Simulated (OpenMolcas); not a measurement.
**Ag⁴⁺ among point charges: CASSCF and CASPT2 levels and susceptibility**

How does a field of 4 point charges split the states of Ag⁴⁺, and what χT follows?

Program: OpenMolcas 26.06. Level of theory: state-averaged CASSCF and CASPT2, spin-orbit coupling by RASSI with atomic mean-field integrals. These are calculated values, not measurements, unless marked.

### Step 1. The atom as given

| Item | Value |
| --- | --- |
| Species | Ag⁴⁺ (silver, Z = 47, 43 electrons) |
| Basis | ANO-RCC-VTZP [7s6p4d2f1g], 68 functions |
| Scalar Hamiltonian | DKH2, point nucleus |
| Inactive shells | 1s 2s 2p 3s 3p 3d 4s 4p |
| Active space | 7 electrons in 5 orbitals (4d) |
| Some configurations of this space | 4d7 |
| Orbitals | optimised for each spin and parity, averaged over all roots |

The outer shells:

4d7
```
4d [↑↓][↑↓][↑ ][↑ ][↑ ]
```

The ion sits among 4 point charges of -2.5 e arranged as a square (D4h), 2.29 Å from the ion.

The work runs as a chain of OpenMolcas steps in one folder; each step below is one input file. Labels, J, g values, rates, χT and fits are worked out afterwards by a script from the matrices that RASSI stores. The input lists half of the charges; inversion (Group=XYZ) makes the rest.

### Step 2. Basis and integrals

File a.inp:

```
&GATEWAY
Coord
1

Ag 0.0 0.0 0.0
Basis=ANO-RCC-VTZP
Group=XYZ
NoMove
AngMom=0.0 0.0 0.0
AMFI
XField
2 Angstrom 0
2.290000 0.000000 0.000000 -2.500000
0.000000 2.290000 0.000000 -2.500000
&SEWARD
```

### Step 3. CASSCF: quartets of even parity, 10 roots

File a.inp:

```
&RASSCF
FileOrb=start.orb
Symmetry=1
Spin=4
nActEl=7 0 0
Inactive=9 9
Ras2=5 0
CIRoot=10 10 1
SDav=10
CIMx=300
Iter=120 100
PrWF=0.3
OrbListing=Nothing
MaxOrb=0
>>> COPY $Project.JobIph JOB001
```

start.orb holds the contracted functions of the basis, ordered by shell, or the orbitals of the step before.

### Step 4. Reference wave functions, doublets of even parity, 40 roots

File a.inp:

```
&RASSCF
FileOrb=start.orb
Symmetry=1
Spin=2
nActEl=7 0 0
Inactive=9 9
Ras2=5 0
CIRoot=40 40 1
SDav=40
CIMx=300
Iter=120 100
PrWF=0.3
OrbListing=Nothing
MaxOrb=0
>>> COPY $Project.JobIph JOB002
```

### Step 5. RASSI: spin-orbit coupling between the states

File a.inp:

```
&RASSI
NrOfJobIphs=2 10 40
1 2 3 4 5 6 7 8 9 10
1 2 3 4 5 6 7 8 9 10 11 12 13 14 15 16 17 18 19 20 21 22 23 24 25 26 27
28 29 30 31 32 33 34 35 36 37 38 39 40
IphNames
JOB001
JOB002
EJob
SpinOrbit
DIPRint=1.0
SOCoupling=1000.0
Subsets=2
Property=9
'ANGMOM' 1 'ANGMOM' 2 'ANGMOM' 3 'MLTPL  1' 1 'MLTPL  1' 2 'MLTPL  1' 3
'AMFI' 1 'AMFI' 2 'AMFI' 3
SOProperty=3
'ANGMOM' 1 'ANGMOM' 2 'ANGMOM' 3
```

### Step 6. CASPT2: IPEA 0.25, imaginary shift 0.1 (closed shells correlated: 4s 4p)

File a.inp:

```
>>> COPY JOB001 $Project.JobIph
&CASPT2
Multistate=10 1 2 3 4 5 6 7 8 9 10
NoMult
Frozen=8 6
IPEA=0.25
Imaginary=0.1
MaxIter=60
WThr=0.0 0.3 0.05
PrWF=0.5
NoMix
>>> COPY JOB002 $Project.JobIph
&CASPT2
Multistate=40 1 2 3 4 5 6 7 8 9 10 11 12 13 14 15 16 17 18 19 20 21 22
23 24 25 26 27 28 29 30 31 32 33 34 35 36 37 38 39 40
NoMult
Frozen=8 6
IPEA=0.25
Imaginary=0.1
MaxIter=60
WThr=0.0 0.3 0.05
PrWF=0.5
NoMix
```

(Steps that only read results are left out.)

Q: Predict the outcome of this session. Wanted: spin-free ground state; first state of the same spin within the active space; lowest level; next level.

**Answer**, as computed:

| quantity | value |
| --- | --- |
| method | SS-CASPT2, IPEA 0.25, imaginary shift 0.1 (closed shells correlated: 4s 4p) |
| spin-free ground state | 4A2, 1-fold in its orbital part |
| first state of the same spin within the active space | 4E at 128 cm⁻¹ |
| lowest level | 2-fold E1/2, g = 1.49, 6.50, 6.50 |
| next level | 372.5 cm⁻¹ |
| χT at 300 K | 4.50 cm³ K/mol |
| effective moment at 300 K | 6.00 μB |

Cost by method:

| method | time of its own steps | time with the reference |
| --- | --- | --- |
| A. CASSCF | 17 s | 17 s |
| B. SS-CASPT2, IPEA 0.25, imaginary shift 0.1, +4s 4p | 11 s | 28 s |

Times are of one thread on a shared host.

What this shows: The spin-free ground state (4A2) comes to 94 % from free-ion F terms and keeps the highest spin of the shell. χT at 300 K is 4.50, against 1.88 cm³ K/mol for the spin alone, so orbital moment adds to it. An active space of the d shell alone favours high spin; real ions in strong fields can be low spin. The field of point charges can differ much from that of real complexes. With metal d orbitals alone active, the gaps between spin states are rough; where two lie within a few thousand cm-1, their order is open. Point charges carry no covalency, so the field is a model and not that of real ligands.
